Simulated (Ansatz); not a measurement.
# C3H2B: the cost of one run

All numbers below are computed with Ansatz 0.2.0 (UKS PBE0/def2-SVP).

### Step 1. The starting structure

Bond lengths: B1–C2 1.367 Å, C2–C3 1.278 Å, C3–C4 1.302 Å, C4–H5 1.077 Å, C4–H6 1.076 Å. Angles: B1–C2–C3 179.4°, C2–C3–C4 179.9°, C3–C4–H5 121.6°, C3–C4–H6 121.4°, H5–C4–H6 117.0°.

Structure file:

```xyz
6

B    -0.3236   -2.7812    0.4096
C    -0.1725   -1.4376    0.2054
C    -0.0230   -0.1817    0.0254
C     0.1287    1.0982   -0.1606
H     0.5649    1.4887   -1.0640
H    -0.1746    1.8137    0.5842
```

### Step 2. Preparing the start

The input, input.yaml:

```yaml
crystal:
  periodic: [false, false, false]
  atoms:
    - { symbol: B, position_ang: [-0.32355, -2.78123, 0.40964] }
    - { symbol: C, position_ang: [-0.17251, -1.43763, 0.20535] }
    - { symbol: C, position_ang: [-0.02295, -0.1817, 0.02542] }
    - { symbol: C, position_ang: [0.12874, 1.09818, -0.16059] }
    - { symbol: H, position_ang: [0.56486, 1.4887, -1.06402] }
    - { symbol: H, position_ang: [-0.17458, 1.81368, 0.5842] }
magnetization:
  spin_polarized: true
  initial_magnetization: 1
basis:
  gaussian: { orbitals: def2-SVP }
hamiltonian:
  xc: pbe0
relax:
  f_tol: 0.02
  max_steps: 40
```

Launch:

```bash
$ ansatz run input.yaml --threads 1 --pin off --max-ram 2048MiB --backend cpu --events-out ev --progress --plain --runs-dir out
```

**Question.** How long does this run take on 1 thread of an x86-64 CPU, shared host, and how much memory does it need?

About 14 s, with a peak of 0.16 GiB.
